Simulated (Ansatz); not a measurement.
# LiSc4: the cost of one run

Program: Ansatz 0.2.0. Level of theory: DFT PBE, scalar-relativistic, plane waves, PAW. These are calculated values, not measurements.

2 further runs of the same task are left out: 1 that didn't finish, 1 set aside as unsound or not needed.

### Step 1. The structure to begin with

The structure is cubic, space group P-43m (No. 215). Conventional cell: a = 4.708 Å, b = 4.708 Å, c = 4.708 Å, α = 90.00°, β = 90.00°, γ = 90.00°. Around Li (site symmetry -43m) lie 4 Sc at 1.99 Å. Sc (site symmetry 3m) is surrounded by 1 Li at 1.99 Å.

Structure file:

```cif
data_structure
_symmetry_space_group_name_H-M 'P-43m'
_symmetry_Int_Tables_number 215
_cell_length_a 4.7085
_cell_length_b 4.7085
_cell_length_c 4.7085
_cell_angle_alpha 90.000
_cell_angle_beta 90.000
_cell_angle_gamma 90.000
_cell_volume 104.39
loop_
_atom_site_label
_atom_site_type_symbol
_atom_site_symmetry_multiplicity
_atom_site_Wyckoff_symbol
_atom_site_fract_x
_atom_site_fract_y
_atom_site_fract_z
_atom_site_occupancy
Li1 Li 1 a 0.00000 0.00000 0.00000 1
Sc1 Sc 4 e 0.24378 0.75622 0.75622 1
```

A structure generator made this guess: species swapped into a database cell of SnI4 (P-43m, No. 215), with Li on the Sn sites and Sc on the I sites. The dimensions are guesses.

### Step 2. Probe: one point on a coarse mesh

input.yaml

```yaml
crystal:
  lattice:
    - [4.70847759, 0.0, 0.0]
    - [0.0, 4.70847759, 0.0]
    - [0.0, 0.0, 4.70847759]
  atoms:
    - { symbol: Li, position: [0.0, 0.0, 0.0] }
    - { symbol: Sc, position: [0.24378108, 0.75621892, 0.75621892] }
    - { symbol: Sc, position: [0.75621892, 0.24378108, 0.75621892] }
    - { symbol: Sc, position: [0.75621892, 0.75621892, 0.24378108] }
    - { symbol: Sc, position: [0.24378108, 0.24378108, 0.24378108] }
basis:
  ecutwfc: 420
kpoints:
  mp_grid: { grid: [4, 4, 4] }
hamiltonian:
  xc: pbe
scf:
  occupations: { method: gaussian, width: 0.1 }
  lower_state_search: "off"
output:
  forces: true
  stress: true
  eigenvalues: true
```

Run with:

```
$ ansatz run input.yaml --threads 1 --pin off --max-ram 2048MiB --backend cpu --events-out ev --progress --plain --runs-dir out
```

What time and memory should one allow on 1 thread of Arm Neoverse V2, shared host?

About 2.5 s, with a peak of 0.29 GiB.
